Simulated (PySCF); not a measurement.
# FOTb (Tb(O)(F)+): the cost of one run

Program: PySCF 2.14.0. Level of theory: PBE0, Tb lcecp-2-SVP with ECP53, O def2-SVP, F def2-SVP; scalar-relativistic core potentials, no spin–orbit coupling. These are calculated values, not measurements.

1 further run of the same task is left out (for a known fault of the program).

## (1) The system as given

3 atoms, charge 1, spin multiplicity 1.

Bond lengths: Tb1–O2 1.717 Å, Tb1–F3 1.978 Å. Angles: O2–Tb1–F3 131.8°.

Coordinates:

```
Tb    0.00000    0.00000    0.00000
O     1.56700    0.00000    0.70130
F    -1.80540    0.00000    0.80800
```

Formal oxidation states: Tb +4. Each metal's 7 4f electrons lie in its core potential, so multiplicities, spins and levels count the valence alone.

## (2) SCF at the start, singlet

File run.py (the lines that set the calculation):

```python
mol = gto.M(atom='''
Tb     0.00000     0.00000     0.00000
O      1.56700     0.00000     0.70130
F     -1.80540     0.00000     0.80800''',
    basis={'Tb': 'lcecp-2-SVP', 'O': 'def2-SVP', 'F': 'def2-SVP'},
    ecp={'Tb': 'lcecp-2-SVP'},
    charge=1, spin=0)
mf = dft.RKS(mol, xc='PBE0')
mf.grids.atom_grid = (50, 194)  # f atoms: unpruned, at least (60, 302)
mf = mf.density_fit()  # fitting sets: Tb AutoAux, O def2-universal-JKFIT, F def2-universal-JKFIT
mf.conv_tol = 1e-08; mf.max_cycle = 55
mf.kernel(dm0)  # dm0: free metal ions and neutral atoms
```

Launch:

```bash
> OMP_NUM_THREADS=2 python run.py
```

What time and memory should one allow on 2 threads of Intel Xeon Platinum 8375C at 2.90GHz (Ice Lake), shared host?

About 3.3 s, with a peak of 0.31 GiB.
